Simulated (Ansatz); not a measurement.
# CH8N2O2Si: the cost of one run

Program: Ansatz 0.2.0. Level of theory: RKS B3LYP/def2-SVP. These are calculated values, not measurements.

## 1. The structure to begin with

Bond lengths: N1–C2 1.499 Å, C2–N3 1.460 Å, N3–Si4 1.619 Å, Si4–O5 1.590 Å, Si4–O6 1.671 Å, N1–H7 1.004 Å, N1–H8 1.037 Å, C2–H9 1.131 Å, C2–H10 1.108 Å, N3–H11 1.011 Å, Si4–H12 1.521 Å, O5–H13 1.009 Å, O6–H14 0.972 Å. Angles (14 of 20 angles, heavy atoms first): N1–C2–N3 105.4°, C2–N3–Si4 122.5°, N3–Si4–O5 110.0°, N3–Si4–O6 104.2°, O5–Si4–O6 108.8°, N1–C2–H9 109.8°, N1–C2–H10 109.0°, N3–C2–H9 114.3°, N3–C2–H10 112.5°, C2–N1–H7 102.9°, C2–N1–H8 105.5°, C2–N3–H11 104.1°, Si4–N3–H11 103.7°, N3–Si4–H12 110.9°.

Structure file:

```xyz
14

N     1.5403   -1.7820    0.9069
C     0.6718   -0.5805    1.1317
N     0.0678   -0.2915   -0.1653
Si   -0.9991    0.9069   -0.3810
O    -0.2330    2.2851   -0.5879
O    -1.7833    0.5083   -1.8012
H     0.9254   -2.4177    0.4320
H     2.2531   -1.4824    0.2160
H     1.2905    0.2652    1.5566
H    -0.0823   -0.8198    1.9071
H     0.8496   -0.0237   -0.7478
H    -2.0087    0.9476    0.7563
H    -0.6506    2.9080   -1.2629
H    -1.8544   -0.4526   -1.9317
```

## 2. Relaxing end A

input.yaml reads:

```yaml
crystal:
  periodic: [false, false, false]
  atoms:
    - { symbol: "N", position_ang: [1.5403, -1.782, 0.9069] }
    - { symbol: C, position_ang: [0.6718, -0.5805, 1.1317] }
    - { symbol: "N", position_ang: [0.0678, -0.2915, -0.1653] }
    - { symbol: Si, position_ang: [-0.9991, 0.9069, -0.381] }
    - { symbol: O, position_ang: [-0.233, 2.2851, -0.5879] }
    - { symbol: O, position_ang: [-1.7833, 0.5083, -1.8012] }
    - { symbol: H, position_ang: [0.9254, -2.4177, 0.432] }
    - { symbol: H, position_ang: [2.2531, -1.4824, 0.216] }
    - { symbol: H, position_ang: [1.2905, 0.2652, 1.5566] }
    - { symbol: H, position_ang: [-0.0823, -0.8198, 1.9071] }
    - { symbol: H, position_ang: [0.8496, -0.0237, -0.7478] }
    - { symbol: H, position_ang: [-2.0087, 0.9476, 0.7563] }
    - { symbol: H, position_ang: [-0.6506, 2.908, -1.2629] }
    - { symbol: H, position_ang: [-1.8544, -0.4526, -1.9317] }
basis:
  gaussian: { orbitals: def2-SVP }
hamiltonian:
  xc: b3lyp
relax:
  f_tol: 0.015
  max_steps: 40
output:
  orbitals: {}
```

Run with:

```bash
ansatz run input.yaml --threads 2 --pin off --max-ram 3072MiB --backend cpu --events-out ev --progress --plain --runs-dir out
```

Q: Estimate wall time and peak memory on 2 threads of Arm Neoverse V1, shared host.

About 54 s, with a peak of 0.32 GiB.
